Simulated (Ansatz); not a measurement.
# BH5OSn: small, medium and large basis sets

Aim: see how fast density functionals converge with the basis set for BH5OSn.

Method: one geometry, several basis sets; program: Ansatz 0.2.0, Gaussian basis.

Plan: PBE0-D4/def2-SVP; ωB97M-V/def2-SVP; PBE0-D4/def2-QZVPP; ωB97M-V/def2-QZVPP; the functionals' def2-TZVPP values are taken from earlier runs.

### Step 1. The relaxed structure

An earlier PBE0-D4 in a triple-zeta def2 set relaxation fixed the geometry. Sn takes the def2 core potential; no spin-orbit term is included.

SMILES `[BH2][SnH2][OH]`, 8 atoms, charge 0, spin multiplicity 1.

Atoms are counted from 1 here; the program's logs count them from 0.

Bond lengths: B1–Sn2 2.246 Å, B1–H4 1.194 Å, B1–H5 1.194 Å, Sn2–O3 1.979 Å, Sn2–H6 1.717 Å, Sn2–H7 1.705 Å, O3–H8 0.959 Å. Angles: Sn2–B1–H4 120.8°, Sn2–B1–H5 120.6°, H4–B1–H5 118.6°, B1–Sn2–O3 110.8°, B1–Sn2–H6 111.9°, B1–Sn2–H7 115.4°, O3–Sn2–H6 107.1°, O3–Sn2–H7 101.6°, H6–Sn2–H7 109.3°, Sn2–O3–H8 112.8°.

### Step 2. PBE0-D4 in def2-SVP

The input, in.yaml:

```yaml
crystal:
  periodic: [false, false, false]
  atoms:
    - {symbol: B, position_ang: [-1.077036, 0.577585, -1.002879]}
    - {symbol: Sn, position_ang: [0.663505, 0.225255, 0.372748]}
    - {symbol: O, position_ang: [0.899726, -1.707600, 0.727720]}
    - {symbol: H, position_ang: [-1.843456, -0.301560, -1.257982]}
    - {symbol: H, position_ang: [-1.263324, 1.654826, -1.483424]}
    - {symbol: H, position_ang: [0.444793, 0.994702, 1.892582]}
    - {symbol: H, position_ang: [2.190273, 0.647479, -0.257638]}
    - {symbol: H, position_ang: [0.077819, -2.147888, 0.952975]}
basis:
  gaussian: {orbitals: def2-SVP}
hamiltonian: {xc: pbe0, dispersion: d4}
output: {orbitals: {seedname: orbitals}}
```

The run is started by

```
$ ansatz run in.yaml --threads 2 --pin off --events-out ev --progress --plain --max-ram 4352MiB
```

The runs that follow: ωB97M-V in def2-SVP; PBE0-D4 in def2-QZVPP; ωB97M-V in def2-QZVPP.

**Question.** What will the summary of the whole plan be? Wanted: PBE0-D4: double and triple zeta above quadruple; ωB97M-V: double and triple zeta above quadruple.

**Answer**, as computed:

```
                                       quantity          value
PBE0-D4: double and triple zeta above quadruple  4.07, 0.24 eV
ωB97M-V: double and triple zeta above quadruple  4.27, 0.24 eV
```

In words: PBE0-D4 gains 3.83 eV from double to triple zeta, then 0.24 eV more. These are total energies; as a rule much of such shifts cancels in differences, which this series doesn't test.
